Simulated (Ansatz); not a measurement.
# ZnGe2N3: the cost of one run

Program: Ansatz 0.2.0. Level of theory: DFT PBE, scalar-relativistic, plane waves, PAW. These are calculated values, not measurements.

1 further run of the same task is left out (set aside as unsound or not needed).

### 1 The starting structure

Symmetry: P6/mmm, No. 191, hexagonal system. Conventional cell: a = 5.999 Å, b = 5.999 Å, c = 3.686 Å, α = 90.00°, β = 90.00°, γ = 120.00°. Zn (site symmetry 6/mmm) is surrounded by 12 N at 3.52 Å and 2 Zn at 3.69 Å and 12 Ge at 3.92 Å. Ge (site symmetry -6m2) is surrounded by 3 N at 1.73 Å. N (site symmetry mmm) has 2 Ge at 1.73 Å as nearest neighbours.

As a file:

```cif
data_structure
_symmetry_space_group_name_H-M 'P6/mmm'
_symmetry_Int_Tables_number 191
_cell_length_a 5.9987
_cell_length_b 5.9987
_cell_length_c 3.6858
_cell_angle_alpha 90.000
_cell_angle_beta 90.000
_cell_angle_gamma 120.000
_cell_volume 114.86
loop_
_atom_site_label
_atom_site_type_symbol
_atom_site_symmetry_multiplicity
_atom_site_Wyckoff_symbol
_atom_site_fract_x
_atom_site_fract_y
_atom_site_fract_z
_atom_site_occupancy
Zn1 Zn 1 a 0.00000 0.00000 0.00000 1
Ge1 Ge 2 d 0.33333 0.66667 0.50000 1
N1 N 3 g 0.50000 0.00000 0.50000 1
```

The cell was relaxed beforehand at this level, from a generated guess; it is a trial structure. At a tolerance of 0.05 Å it has space group P6/mmm (No. 191); it has 19.14 Å³/atom, an uncorrected energy of +1.09 eV/atom over the elements.

### 2 Bands, states and charges

Input file input.yaml:

```yaml
crystal:
  lattice:
    - [5.9987385227, 0.0, 0.0]
    - [-2.9993692613, 5.1950599513, 0.0]
    - [0.0, 0.0, 3.6857852856]
  atoms:
    - { symbol: Zn, position: [0.0, 0.0, 0.0] }
    - { symbol: Ge, position: [0.3333333333, 0.6666666667, 0.5] }
    - { symbol: Ge, position: [0.6666666667, 0.3333333333, 0.5] }
    - { symbol: "N", position: [0.5, 0.0, 0.5] }
    - { symbol: "N", position: [0.0, 0.5, 0.5] }
    - { symbol: "N", position: [0.5, 0.5, 0.5] }
basis:
  ecutwfc: 420
kpoints:
  mp_grid: { grid: [6, 6, 10] }
  band_path:
    path:
      - [[0.0, 0.0, 0.0], [0.5, 0.0, 0.0], [0.33333333, 0.33333333, 0.0], [0.0, 0.0, 0.0], [0.0, 0.0, 0.5], [0.5, 0.0, 0.5], [0.33333333, 0.33333333, 0.5], [0.0, 0.0, 0.5]]
      - [[0.5, 0.0, 0.5], [0.5, 0.0, 0.0]]
      - [[0.33333333, 0.33333333, 0.5], [0.33333333, 0.33333333, 0.0]]
    npoints: 14
hamiltonian:
  xc: pbe
scf:
  occupations: { method: gaussian, width: 0.1 }
  n_extra_bands: 15
output:
  forces: true
  stress: true
  eigenvalues: true
  populations: true
  dos: { projected: true, de: 0.02, nscf_kmesh: { grid: [8, 8, 12] } }
  bader: true
  write_density: true
  write_potential: true
  elf: true
  volumetric_format: npy
```

On the command line:

```sh
$ ansatz run input.yaml --threads 1 --pin off --max-ram 2560MiB --backend cpu --events-out ev --progress --plain --runs-dir out
```

What time and memory should one allow on 1 thread of Intel Xeon 6975P-C (Granite Rapids), shared host?

About 64 s, with a peak of 0.67 GiB.
